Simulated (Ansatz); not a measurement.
# Cs: pressure up to the limit of the methods

The task here is to estimate one member of a computed series from the others.

Method: DFT, PBEsol, PAW with Ansatz's default frozen-core files, scalar-relativistic, in Ansatz 0.2.0.

## Starting point

Symmetry: Im-3m, No. 229, cubic system. The conventional cell has a = 6.045 Å, b = 6.045 Å, c = 6.045 Å, α = 90.00°, β = 90.00°, γ = 90.00°.

Structure file:

```cif
data_structure
_symmetry_space_group_name_H-M 'Im-3m'
_symmetry_Int_Tables_number 229
_cell_length_a 6.0450
_cell_length_b 6.0450
_cell_length_c 6.0450
_cell_angle_alpha 90.000
_cell_angle_beta 90.000
_cell_angle_gamma 90.000
_cell_volume 220.90
loop_
_atom_site_label
_atom_site_type_symbol
_atom_site_symmetry_multiplicity
_atom_site_Wyckoff_symbol
_atom_site_fract_x
_atom_site_fract_y
_atom_site_fract_z
_atom_site_occupancy
Cs1 Cs 2 a 0.00000 0.00000 0.00000 1
```

The file gives the conventional cell by its symmetry; the runs use the cell typed in the input.

Whether this phase is the stable one at these pressures isn't tested.

Set-up of the first run:

input.yaml reads:

```yaml
crystal:
  lattice:
    - [-3.022497532, 3.022497532, 3.022497532]
    - [3.022497532, -3.022497532, 3.022497532]
    - [3.022497532, 3.022497532, -3.022497532]
  atoms:
    - { symbol: Cs, position: [0.0, 0.0, 0.0] }
kpoints:
  mp_grid: { grid: [9, 9, 9] }
scf:
  occupations: { method: fermi_dirac, width: 0.05 }
hamiltonian:
  xc: pbesol
  pseudopotentials: { kind: paw }
output:
  forces: true
  stress: true
relax:
  f_tol: 0.005
  max_steps: 40
  cell: {}
```

On the command line:

```sh
ansatz run input.yaml --threads 1 --pin off --max-ram 2048MiB --backend cpu --events-out ev --progress --plain --runs-dir out
```

Steps of the session up to this table: Cell relaxed at zero pressure, PAW; Volume scaled by 1, PAW; Volume scaled by 0.95, PAW; Volume scaled by 0.85, PAW; Volume scaled by 0.75, PAW; Volume scaled by 0.65, PAW; Volume scaled by 0.55, PAW; Volume scaled by 0.45, PAW; Volume scaled by 0.4, PAW; Volume scaled by 0.4, PAW (cutoff 300 eV).

One table of the session follows, with a row left open; its other results are not shown here.

 The rows PAW, 0.4 and PAW (cutoff 300 eV), 0.4 agree to the last digit and may rest on the same set-up.

| method | volume over the first | volume (Å³/atom) | pressure (GPa) |
| --- | --- | --- | --- |
| PAW | 1 | 110.448 | -0.04 |
| PAW | 0.95 | 104.926 | 0.07 |
| PAW | 0.85 | 93.881 | 0.38 |
| PAW | 0.75 | ? | ? |
| PAW | 0.65 | 71.791 | 1.60 |
| PAW | 0.55 | 60.746 | 2.65 |
| PAW | 0.45 | 49.702 | 3.97 |
| PAW | 0.4 | 44.179 | 5.39 |
| PAW (cutoff 300 eV) | 0.4 | 44.179 | 5.39 |

Q: Estimate the row for PAW, 0.75 from the others.

**Answer.** volume (Å³/atom): 82.836; pressure (GPa): 0.86. In the column «volume (Å³/atom)» it lies between PAW, 0.65 (71.791) and PAW, 0.85 (93.881).

Caveats from the session: Warnings in the runs' records: cutoff below recommended.
